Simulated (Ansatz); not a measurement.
Predict the output of the script below (Ansatz's Python interface).

`siau3.py`
```python
# -*- coding: utf-8 -*-
"""Norm-conserving against PAW potentials for SiAu3."""

import ansatz
import numpy as np


def count_gap(report):
    # lowest empty less highest filled band, counting bands; zero where they overlap
    return max(report.get("gap_by_band_count_ev") or 0.0, 0.0)

structure = (
    ansatz.Lattice.of([0.0, 3.285734, 3.285734], [3.285734, 0.0, 3.285734], [3.285734, 3.285734, 0.0])
    .atom("Si", [0.0, 0.0, 0.0])
    .atom("Au", [0.25, 0.25, 0.25])
    .atom("Au", [0.75, 0.75, 0.75])
    .atom("Au", [0.5, 0.5, 0.5])
)

job = (
    structure.calculation()
    .functional(ansatz.Functional.PBE)
    .kpoints(6, 6, 6)
    .occupations("fermi_dirac", width=0.1)
    .stress()
    .forces()
    .band_table()  # levels at the mesh points
)
variants = {
    "PAW": job.pseudopotentials("paw"),
    "norm-conserving": job.pseudopotentials("nc"),
}
# totals differ by the cores that each treatment holds, so compare what does not depend on them
rows = []
for label, variant in variants.items():
    report = variant.run(threads=1, backend="cpu").report
    levels = np.array(report["eigenvalues_ev"][0]) - report["fermi_energy_ev"]
    print(label, "levels at the first k-point near E_F:", np.round(levels[np.abs(levels) < 5], 3))
    rows.append((label, report["n_electrons"], np.trace(report["stress_gpa"]) / 3, count_gap(report)))
print("     treatment  electrons in bands           P GPa  gap by band count eV")
for row in rows:
    print(f"{str(row[0]):>14s}  {row[1]:18.1f}  {row[2]:14.3f}  {row[3]:20.3f}")
```

Output of `python siau3.py`:
```text
DeckWarning: basis.ecutwfc = 420 eV, auto-derived from the records' recommended cutoffs: set by Si (normal level)
PAW levels at the first k-point near E_F: [-3.611 -3.611 -3.611 -3.417 -3.417 -3.373 -3.373 -2.238  1.465  1.465
  1.465  2.138  3.744  3.744  3.744]
DeckWarning: basis.ecutwfc = 1034.032677 eV, auto-derived from the records' recommended cutoffs: set by Au (normal level)
norm-conserving levels at the first k-point near E_F: [-3.614 -3.614 -3.614 -3.418 -3.418 -3.375 -3.375 -2.24   1.465  1.465
  1.465  2.131  3.747  3.747  3.747]
     treatment  electrons in bands           P GPa  gap by band count eV
           PAW                61.0          -0.730                 0.000
norm-conserving                61.0          -0.678                 0.000
```
(Warnings from the package without file and line.)

PAW gives -0.730 GPa and norm-conserving -0.678 GPa, 0.05 GPa apart. They took 1.3 and 5.0 s of processor time.

The computed bands are complete only to about 5.7 eV above the Fermi level. The mesh is modest for a metal, so energies can be off by several to tens of meV an atom and pressures by half a GPa or more; differences at equal mesh fare better. A gap by band count of zero or less means overlapping bands, a metal, and at an odd count of electrons it is no gap at all. The structure comes from a database of computed cells and needn't be a stable or known phase. Levels are Kohn-Sham eigenvalues on this mesh, without spin-orbit coupling. Stress is positive in compression. Run time: 7 s on 1 thread of Intel(R) Xeon(R) Processor @ 2.30GHz, on a shared host, peak memory 0.66 GiB.
